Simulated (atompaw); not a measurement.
# Co: the cost of one run

The numbers are computed with atompaw 4.2.0.5 (PBEsol, scalar-relativistic, spin-unpolarised reference atom).

### Step 1. Settings

Typed settings, in words:

```json
{
 "element": "cobalt (Co, Z = 27)",
 "type": "PAW",
 "frozen core": "[Ne]",
 "valence charge": "17",
 "reference configuration": "3s2 3p6 3d8 4s1 4p0",
 "partial waves": "3s (bound): rc 1.35 bohr; 4s (bound): rc 1.60 bohr; 3p (bound): rc 1.40 bohr; 4p (bound, empty): rc 1.60 bohr; 3d (bound): rc 1.60 bohr; 3d channel at 1.15 Ry: rc 1.55 bohr",
 "local potential": "bessel scheme, radius 1.60 bohr",
 "core correction": "smooth core density matched at 1.55 bohr",
 "augmentation charge": "sinc compensation charge, radius 1.35 bohr; PAW radius 1.60 bohr; waves and projectors: custom polynom2 7 10 vanderbiltortho"
}
```

An earlier all-electron run gives the scale for the radii.

All-electron outer shells of the reference configuration (PBEsol, scalar-relativistic, ld1.x):

```
shell  level (eV)  outermost node (bohr)  outermost maximum (bohr)
   2s     -892.76                   0.08                      0.21
   2p     -764.20                      –                      0.17
   3s      -97.34                   0.31                      0.67
   3p      -60.84                   0.28                      0.68
   4s       -4.38                   0.97                      2.44
   3d       -4.26                      –                      0.67
   4p       -0.76                   1.07                      3.64
```

### Step 2. Generation

Contents of Co.input:

```
Co 27
GGA-PBESOL scalarrelativistic loggrid 1500 logderivrange -9 5 351
4 4 3 0 0 0
4 0 1
4 1 0
3 2 8
0 0 0
c
c
v
v
c
v
v
v
2
1.60 1.35 1.60 1.55
n
n
y
1.15
n
custom polynom2 7 10 vanderbiltortho sinc
bessel
1.35
1.60
1.40
1.60
1.60
1.55
PWSCFOUT
UPFDX 0.0125d0 UPFXMIN -7.d0 UPFZMESH 27.d0
END
```

Started as:

```sh
atompaw < Co.input > Co.log
```

**Question.** How long does this run take on 1 thread of Intel Xeon 6975P-C, shared host?

About 4.6 s.
